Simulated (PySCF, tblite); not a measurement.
**3‐(trifluoromethyl)phenol (C₇H₅F₃O): geometry, infrared bands, NMR shifts, spin-spin couplings and electronic excitations**

Aim: predict the infrared bands, NMR shifts, spin-spin couplings and electronic excitations of 3‐(trifluoromethyl)phenol (C₇H₅F₃O) (`Oc1cccc(C(F)(F)F)c1`).

Programs: tblite 0.8.0 and PySCF 2.14.0, with density-fitted response routines of our own. Each step states its level of theory. These are calculated values for one molecule in the gas phase, unless marked as measured. Atoms count from 0, in the outputs and in this text.

## (1) The starting structure

16 atoms, charge 0, multiplicity 1; geometry from: force field or distance geometry start.

Bonds of the start (Å): O0–C1 1.36, C1–C2 1.38, C2–C3 1.40, C3–C4 1.40, C4–C5 1.40, C5–C6 1.51, C6–F7 1.37, C6–F8 1.37, C6–F9 1.35, C5–C10 1.40, C10–C1 1.39, O0–H11 0.97, C2–H12 1.10, C3–H13 1.08, C4–H14 1.10, C10–H15 1.09.

## (2) Geometry optimisation with GFN2-xTB

Job settings and geometry (Å):

```
{"job": {"kind": "relax", "xc": "GFN2-xTB", "basis": "xTB"}, "charge": 0, "multiplicity": 1}
O     -2.423300    -1.638200     0.368500
C     -1.487600    -0.669100     0.180300
C     -1.903100     0.638600     0.069500
C     -0.979600     1.667000    -0.130700
C      0.380900     1.352200    -0.175700
C      0.816600     0.025600    -0.052200
C      2.290500    -0.302900    -0.142200
F      3.101300     0.696800     0.324700
F      2.634200    -1.418100     0.578900
F      2.684100    -0.553100    -1.412200
C     -0.132000    -0.994000     0.129100
H     -2.000000    -2.503200     0.447200
H     -2.977900     0.875400     0.124100
H     -1.308400     2.688600    -0.225400
H      1.098600     2.166200    -0.332000
H      0.198100    -2.023000     0.236700
```

Started as:

```console
OMP_NUM_THREADS=2 python probes_run.py task.json out
```

The driver reads the jobs from task.json and runs them one after another.

**Question.** This job is followed by: GFN2-xTB harmonic vibrations, gas phase; PBE0-D3(BJ)/def2-SVP geometry optimisation, gas phase; GIAO PBE0/pcSseg-1 NMR shielding, non-relativistic, gas phase; B3LYP/pcJ-1 indirect spin-spin coupling, non-relativistic, gas phase; TDDFT CAM-B3LYP/def2-SVPD, vertical, gas phase, core orbitals frozen in the response; GIAO wB97X-D/pcSseg-2 NMR shielding, non-relativistic, gas phase. What will the session give for the following? strongest single infrared mode (GFN2-xTB); zero-point energy (GFN2-xTB); point group; rotational constants (main isotopes); ¹³C shifts against TMS (PBE0/pcSseg-1); ¹H shifts against TMS (PBE0/pcSseg-1); ¹⁷O shifts against H2O (PBE0/pcSseg-1); ¹⁹F shifts against CFCl3 (PBE0/pcSseg-1, means over atoms taken as alike); potential on the surface of density 0.002 e/bohr³, 1st and 99th percentile; largest coupling of the table (B3LYP/pcJ-1); lowest singlet (CAM-B3LYP/def2-SVPD); brightest single state of those computed; lowest triplet; range of the shift of O0.

The runs gave:

| quantity | value |
| --- | --- |
| strongest single infrared mode (GFN2-xTB) | 1030 cm⁻¹, 327 km/mol |
| zero-point energy (GFN2-xTB) | 65.8 kcal/mol |
| point group | C1 |
| rotational constants (main isotopes) | 2.14, 0.74, 0.61 GHz |
| ¹³C shifts against TMS (PBE0/pcSseg-1) | 161.7, 138.6, 136.6, 128.8, 122.8, 122.7, 113.8 ppm |
| ¹H shifts against TMS (PBE0/pcSseg-1) | 7.54, 7.30, 7.19, 6.86, 4.10 ppm |
| ¹⁷O shifts against H2O (PBE0/pcSseg-1) | 126.4 ppm |
| ¹⁹F shifts against CFCl3 (PBE0/pcSseg-1, means over atoms taken as alike) | -77.3 ppm |
| potential on the surface of density 0.002 e/bohr³, 1st and 99th percentile | -0.85 V and 2.60 V |
| largest coupling of the table (B3LYP/pcJ-1) | ¹J(C,F) C6–F7, -336.1 Hz (mean over like pairs) |
| lowest singlet (CAM-B3LYP/def2-SVPD) | 5.07 eV (245 nm), f = 0.045 |
| brightest single state of those computed | state 4, 6.85 eV, f = 0.643 |
| lowest triplet | 3.91 eV |
| range of the shift of O0 | 114.7 to 126.4 ppm |

What this shows: Relaxing lowered the energy by 0.097 eV in 15 steps; the close pair that moved most is C6–F8, from 1.372 to 1.344 Å (GFN2-xTB). All 42 modes are real, so the xTB geometry is a minimum. The strongest single mode, at 1030 cm⁻¹, moves mainly C6. GFN2-xTB is a fitted tight-binding method: band positions and strengths are rough. Its intensities can rank the bands wrongly. The start of the PBE0/def2-SVP relaxation was shaken at random by about 0.01 Å, so part of the energy gained, and of the first lengths quoted, undoes that. Over 6 steps the energy fell by 0.145 eV; of the close pairs, C3–C4 changed most, 1.353 to 1.394 Å (PBE0/def2-SVP). No frequency check was run at this level, so the end point may be a saddle. By nearest atom (PBE0/pcSseg-1), the HOMO sits on C1, C4 about 20 % each; O0 18 % and the LUMO on C2, C5 about 22 % each; C10 15 %. Density functionals describe couplings to fluorine poorly, F–F couplings above all, so those rows are rough. These values are for one conformer; the search (at its own cheap level) found 1 more, at 0.46 kcal/mol, and measured spectra average over such forms.
